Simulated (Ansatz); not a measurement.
The system is Ba2Tl5V3O12.

```
Ba V Tl O
1.0
     6.48991   -6.67692   -0.04765
     6.48991    6.67692   -0.04765
    -1.96739    0.00000    5.75220
Ba V Tl O
2 3 5 12
Direct
  0.47917 0.52083 0.00000
  0.79264 0.20736 0.00000
  0.65694 0.94605 0.25735
  0.05395 0.34306 0.74265
  0.57442 0.42558 0.50000
  0.49835 0.85629 0.63726
  0.14371 0.50165 0.36274
  0.01508 0.98492 0.50000
  0.30964 0.12677 0.21892
  0.87323 0.69036 0.78108
  0.00390 0.26325 0.44275
  0.59719 0.60676 0.67706
  0.91333 0.42820 0.84635
  0.52536 0.79943 0.20594
  0.68766 0.41628 0.31356
  0.09251 0.20316 0.88601
  0.58372 0.31234 0.68644
  0.79684 0.90749 0.11399
  0.57180 0.08667 0.15365
  0.20057 0.47464 0.79406
  0.73675 0.99610 0.55725
  0.39324 0.40281 0.32294
```

The cell was built by a generator and needn't be a form met in nature.

- Program: Ansatz 0.2.0
- Task: relaxation of cell and atoms
- Functional: PBE
- Dispersion: D4
- Potentials or basis: Ansatz PAW
- Cutoff: 420 eV (not typed: the program's choice for these potentials)
- k mesh: 2 × 2 × 4
- Occupations: fermi-dirac, width 0.05 eV
- Spin: collinear spin, ferromagnetic start
- Starting moments: [0.0, 0.0, 2.0, 2.0, 2.0, 0.0, 0.0, 0.0, 0.0, 0.0, 0.0, 0.0, 0.0, 0.0, 0.0, 0.0, 0.0, 0.0, 0.0, 0.0, 0.0, 0.0] μB

At the start: volume 22.60 Å³/atom.

Q: Where does the relaxation end?

A: It ends after 11 steps and the volume is 21.35 Å³/atom (-5.5 %); space group C2 (No. 5, to 0.05 Å); moment 0.00 μB per cell.

Step by step:
| step | energy change (eV) | largest force (eV/Å) | volume (Å³) |
| --- | --- | --- | --- |
| 1 | 0.0000 | 0.0634 | 497.26 |
| 2 | -0.1118 | 0.0902 | 480.03 |
| 3 | -0.1348 | 0.0878 | 474.15 |
| 4 | -0.1409 | 0.0288 | 472.48 |
| 5 | -0.1418 | 0.0212 | 472.16 |
| 6 | -0.1418 | 0.0088 | 472.22 |
| 7 | -0.1058 | 0.0089 | 472.22 |
| 8 | -0.1118 | 0.0250 | 469.75 |
| 9 | -0.1121 | 0.0126 | 469.68 |
| 10 | -0.1121 | 0.0049 | 469.71 |
| 11 | -0.1074 | 0.0049 | 469.71 |

Final structure:
```
CELL_PARAMETERS angstrom
6.37526 -6.47838 -0.06927
6.37526 6.47838 -0.06927
-1.95213 0.00000 5.70762
ATOMIC_POSITIONS crystal
Ba 0.47807 0.52193 0.00000
Ba 0.79505 0.20495 0.00000
V 0.65903 0.94528 0.26938
V 0.05472 0.34097 0.73062
V 0.57393 0.42607 0.50000
Tl 0.48616 0.86164 0.64792
Tl 0.13836 0.51384 0.35208
Tl 0.02646 0.97354 0.50000
Tl 0.30116 0.11924 0.22101
Tl 0.88076 0.69884 0.77899
O 0.00867 0.25725 0.42940
O 0.59449 0.61105 0.67953
O 0.90703 0.42241 0.83156
O 0.51704 0.80373 0.21573
O 0.69178 0.41979 0.31599
O 0.10153 0.20002 0.87812
O 0.58021 0.30822 0.68401
O 0.79998 0.89847 0.12188
O 0.57759 0.09297 0.16844
O 0.19627 0.48296 0.78427
O 0.74275 0.99133 0.57060
O 0.38895 0.40551 0.32047
```

Caveat: the plane-wave basis is chosen anew once the cell has moved, so the energies of steps on either side of that aren't comparable; the pressure holds a Pulay correction of +0.3 GPa for the finite cutoff; the starting moments weren't kept.
